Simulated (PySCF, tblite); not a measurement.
**C4H14N2Si2: geometry, infrared bands and NMR shifts**

Wanted: the infrared bands and NMR shifts of C4H14N2Si2 (`CC1([Si](N)(N)[SiH3])CC1`), by calculation.

Programs: tblite 0.8.0 and PySCF 2.14.0, with density-fitted response routines of our own. Each step states its level of theory. These are calculated values for one molecule in the gas phase, unless marked as measured. Atoms are numbered from 0 throughout.

## Step 1: The starting structure

22 atoms, charge 0, multiplicity 1; geometry from: force field or distance geometry start.

Bonds of the start (Å): C0–C1 1.50, C1–Si2 1.93, Si2–N3 1.69, Si2–N4 1.70, Si2–Si5 2.33, C1–C6 1.51, C6–C7 1.51, C7–C1 1.51, C0–H8 1.09, C0–H9 1.11, C0–H10 1.09, N3–H11 1.01, N3–H12 1.03, N4–H13 1.01, N4–H14 1.01, Si5–H15 1.50, Si5–H16 1.49, Si5–H17 1.49, C6–H18 1.08, C6–H19 1.08, C7–H20 1.09, C7–H21 1.09.

## Step 2: Relaxing the molecule with GFN2-xTB

What the job is given:

```
{"job": {"kind": "relax", "xc": "GFN2-xTB", "basis": "xTB"}, "charge": 0, "multiplicity": 1}
C     -0.772700     1.902900     0.219100
C     -0.845300     0.438000    -0.092400
Si     0.768500    -0.543600     0.290500
N      0.531000    -2.181700    -0.042500
N      0.855500    -0.774000     1.969800
Si     2.640600     0.415000    -0.718900
C     -1.692300    -0.030400    -1.248100
C     -2.142500    -0.289100     0.169700
H     -0.050000     2.411200    -0.421500
H     -1.755500     2.386400     0.054000
H     -0.514200     2.085300     1.264500
H      0.558100    -2.364600    -1.033500
H      1.311100    -2.698000     0.376700
H      0.580600     0.078500     2.439500
H      0.134200    -1.448200     2.192500
H      2.836800     1.814200    -0.226600
H      3.862600    -0.383700    -0.403700
H      2.467900     0.426100    -2.194900
H     -1.399200    -0.890100    -1.831200
H     -2.235100     0.708600    -1.813400
H     -3.002200     0.277900     0.538000
H     -2.148300    -1.321100     0.511400
```

Command:

```bash
OMP_NUM_THREADS=1 python probes_run.py task.json out
```

The driver reads the jobs from task.json and runs them one after another.

**Question.** This job is followed by: GFN2-xTB harmonic vibrations, gas phase; GIAO PBE0/pcSseg-1 NMR shielding, non-relativistic, gas phase. Predict these results of the whole session: strongest single infrared mode (GFN2-xTB); zero-point energy (GFN2-xTB); 13C shifts against TMS (PBE0/pcSseg-1, means over atoms taken as alike); 1H shifts against TMS (PBE0/pcSseg-1, means over atoms taken as alike); 29Si shifts against TMS (PBE0/pcSseg-1); 15N shifts against NH3 (PBE0/pcSseg-1, means over atoms taken as alike).

**Answer**, as computed:

| quantity | value |
| --- | --- |
| strongest single infrared mode (GFN2-xTB) | 2197 cm⁻¹, 389 km/mol |
| zero-point energy (GFN2-xTB) | 109.2 kcal/mol |
| 13C shifts against TMS (PBE0/pcSseg-1, means over atoms taken as alike) | 24.0, 11.7, 10.7 ppm |
| 1H shifts against TMS (PBE0/pcSseg-1, means over atoms taken as alike) | 3.25, 0.98, 0.49, 0.15, 0.11 ppm |
| 29Si shifts against TMS (PBE0/pcSseg-1) | -5.3, -130.3 ppm |
| 15N shifts against NH3 (PBE0/pcSseg-1, means over atoms taken as alike) | 18.1 ppm |

In words: Over 87 steps the energy fell by 0.464 eV; of the close pairs, Si2–N3 changed most, 1.688 to 1.735 Å. All 60 modes are real, so the xTB geometry is a minimum. The strongest single mode, at 2197 cm⁻¹, moves mainly H17. Unscaled tight-binding wavenumbers are off by several per cent, some by more. Its intensities can rank the bands wrongly. At PBE0/pcSseg-1: Shielding is most anisotropic at C1 (span 75 ppm, paramagnetic term -81 ppm).
